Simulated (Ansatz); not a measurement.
# wB97M-V/STO-3G run of SnH2 (SMILES [H][Sn][H])

What is the electronic atomisation energy of SnH2 at wB97M-V/STO-3G? 

Program for the calculation: Ansatz 0.2.0.

32 further runs of the same task are left out: 2 that didn't finish, 30 set aside as unsound or not needed.

## Step 1: The system as given

The species is SnH2 (3 atoms), meant as a singlet with charge 0. As SMILES, `[H][Sn][H]`. Geometry: a GFN2-xTB relaxation, a rough one for these elements and not checked as a minimum.

Bond lengths: Sn1–H2 1.800 Å, Sn1–H3 1.800 Å. Angles: H2–Sn1–H3 87.0°.

## Step 2: The energy at wB97M-V/STO-3G

run.yaml reads:

```yaml
crystal:
  periodic: [false, false, false]
  atoms:
    - {symbol: Sn, position_ang: [0.005160, -0.008860, -0.870070]}
    - {symbol: H, position_ang: [1.236480, -0.017770, 0.442810]}
    - {symbol: H, position_ang: [-1.241640, 0.026630, 0.427260]}
basis:
  gaussian: {orbitals: STO-3G}
hamiltonian: {xc: {name: wB97M-V}}
accuracy: high
```

On the command line:

```console
$ ansatz run run.yaml --threads 1 --pin off --max-ram 2610MiB --events-out events.jsonl --progress --plain --runs-dir runs
```

Standard output:

```text
Warning: RAYON_NUM_THREADS=1 ignored (pool sized by the plan → 1); use --threads N
Functional definition: wB97M-V
  name "wB97M-V"
  parameter omega = 0.3/bohr
  parameter cx = 0.15
  parameter cx01 = 1.007
  parameter cx10 = 0.259
  parameter css00 = 0.443
  parameter css04 = -1.437
  parameter css10 = -4.535
  parameter css20 = -3.390
  parameter css43 = 4.278
  parameter cos00 = 1.000
  parameter cos10 = 1.358
  parameter cos20 = 2.924
  parameter cos21 = -8.812
  parameter cos60 = -1.390
  parameter cos61 = 9.142
  parameter b = 6.0
  parameter c = 0.01
  gx(w, u) = 1 - cx + cx01*u + cx10*w
  gss(w, u) = css00 + css04*u^4 + css10*w + css20*w^2 + css43*w^4*u^3
  gos(w, u) = cos00 + cos10*w + (cos20 + cos21*u)*w^2 + (cos60 + cos61*u)*w^6
  exchange = spin_sum(e_x_unif_sr(omega)*gx(b97_w, b97_u_x)) + cx*exact_x_sr(omega) + exact_x_lr(omega)
  correlation = spin_sum(e_c_pw_mod_same_spin*gss(b97_w, b97_u_same))
      + integral(e_c_pw_mod_opposite_spin*gos(b97_w_opposite, b97_u_opposite)) + vv10(b, c)
494 factors; integrals over basis functions are off by at most 5.0e-9 eV
100 factors; integrals over basis functions are off by at most 7.7e-10 eV
mean field evaluation 1: about -162357.4164 eV, gradient 6.6e0 eV
mean field evaluation 2: about -162357.6789 eV, gradient 1.7e0 eV
mean field evaluation 4: about -162357.6935 eV, gradient 2.4e-1 eV
mean field evaluation 8: about -162357.6583 eV, gradient 3.5e-3 eV
mean field evaluation 16: about -162357.6583 eV, gradient 7.2e-8 eV
mean field -162357.65833599 eV, -5966.5338938744 hartree, gradient 7.2e-8 eV, S^2 0.000000; 0 other end points of the search recorded, 0 dependent functions left out
reference -162357.65833821 eV, -5966.5338939557 hartree; 26, 26 occupied and 3, 3 virtual orbitals, 494 factors
Total energy: -162357.65833821 eV, -5966.5338939557 hartree
```

Wall time 13 s (1 thread of Arm Neoverse V1, shared host); peak memory 0.23 GiB.

## Step 3: The H atom

in.yaml reads:

```yaml
basis:
  gaussian: {orbitals: STO-3G}
crystal:
  periodic: [false, false, false]
  atoms:
    - {symbol: H, position_ang: [0.000000, 0.000000, 0.000000]}
magnetization: {spin_polarized: true, initial_magnetization: 1}
hamiltonian: {xc: {name: wB97M-V}}
accuracy: high
```

On the command line:

```console
$ ansatz run in.yaml --threads 1 --pin off --max-ram 2610MiB --events-out events.jsonl --progress --plain --runs-dir runs
```

Standard output (excerpt; [...] marks lines left out):

```text
Warning: RAYON_NUM_THREADS=1 ignored (pool sized by the plan → 1); use --threads N
Functional definition: wB97M-V
  name "wB97M-V"
[...]
  gx(w, u) = 1 - cx + cx01*u + cx10*w
  gss(w, u) = css00 + css04*u^4 + css10*w + css20*w^2 + css43*w^4*u^3
  gos(w, u) = cos00 + cos10*w + (cos20 + cos21*u)*w^2 + (cos60 + cos61*u)*w^6
[...]
      + integral(e_c_pw_mod_opposite_spin*gos(b97_w_opposite, b97_u_opposite)) + vv10(b, c)
1 factors; integrals over basis functions are off by at most 4.6e-10 eV
1 factors; integrals over basis functions are off by at most 2.9e-10 eV
[...]
mean field -12.42314868 eV, -0.4565422933 hartree, gradient 0.0e0 eV, S^2 0.750000; 0 other end points of the search recorded, 0 dependent functions left out
reference -12.42314998 eV, -0.4565423410 hartree; 1, 0 occupied and 0, 1 virtual orbitals, 1 factors
Total energy: -12.42314998 eV, -0.4565423410 hartree
```

Wall time 0.3 s (1 thread of Arm Neoverse V1, shared host).

## Step 4: The Sn atom, same level

run.yaml reads:

```yaml
crystal:
  periodic: [false, false, false]
  atoms:
    - symbol: Sn
      position_ang: [0.000000, 0.000000, 0.000000]
basis:
  gaussian:
    orbitals: STO-3G
magnetization:
  spin_polarized: true
  initial_magnetization: 2
hamiltonian:
  xc: {name: wB97M-V}
accuracy: high
```

Run the same way, it converges to -5965.29345 Eh (log not shown).

## Step 5: What came out

Level: wB97M-V/STO-3G.

| quantity | value |
| --- | --- |
| molecule: total energy | -5966.53389 Eh |
| H atom: total energy | -0.45654 Eh |
| H atom: ⟨S²⟩ | 0.750 |
| Sn atom: total energy | -5965.29345 Eh |
| Sn atom: ⟨S²⟩ | 2.000 |
| electronic atomisation energy | 8.908 eV |

Taking the molecule apart into free atoms costs 8.91 eV (859 kJ/mol), before zero-point energy and without spin-orbit coupling. In a minimal basis such a difference can be off by several eV, whatever the method. Relativity is left out (molecule) although the molecule holds a heavy atom. Relativity is left out (Sn atom) although the molecule holds a heavy atom.
